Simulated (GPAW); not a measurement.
Hf2Si, 6 atoms in the cell. Symmetry: I4/mcm, No. 140, tetragonal system. The conventional cell has a = 6.551 Å, b = 6.551 Å, c = 5.166 Å, α = 90.00°, β = 90.00°, γ = 90.00°. Hf (site symmetry m2m) is surrounded by 4 Si at 2.79 Å and 3 Hf at 2.90 to 3.11 Å. Around Si (site symmetry 422) lie 2 Si at 2.58 Å and 8 Hf at 2.79 Å. The cell comes from a database or a generator and needn't be the stable form of this composition.

| Item | Value |
| --- | --- |
| Program | GPAW 26.7.0 |
| Task | equation of state |
| Functional | LDA |
| Potentials or basis | the program's PAW data sets (release 1.2.1) made for this functional |
| Cutoff | 600 eV |
| Basis | pw |
| k mesh | 5 × 5 × 5 |
| Occupations | fermi-dirac, width 0.05 eV |
| Spin | no spin polarisation |
| Maxiter | 150 |
| Eos scales | [0.94, 0.96, 0.98, 1.0, 1.02, 1.04, 1.06] |

Potentials or basis: the program's PAW data sets (release 1.2.1) made for this functional, pw.

Command:

```bash
$ OMP_NUM_THREADS=1 python run.py
```

Hardware: 1 thread of Arm Neoverse V1 (shared host).

Question: Estimate the wall time of this run.

Answer: Wall time 9.7 min on 1 thread of Arm Neoverse V1, with other jobs on the host, peak memory 0.55 GiB. Counts: scf iterations 70, plane waves 3503, bands 51, k points 21.
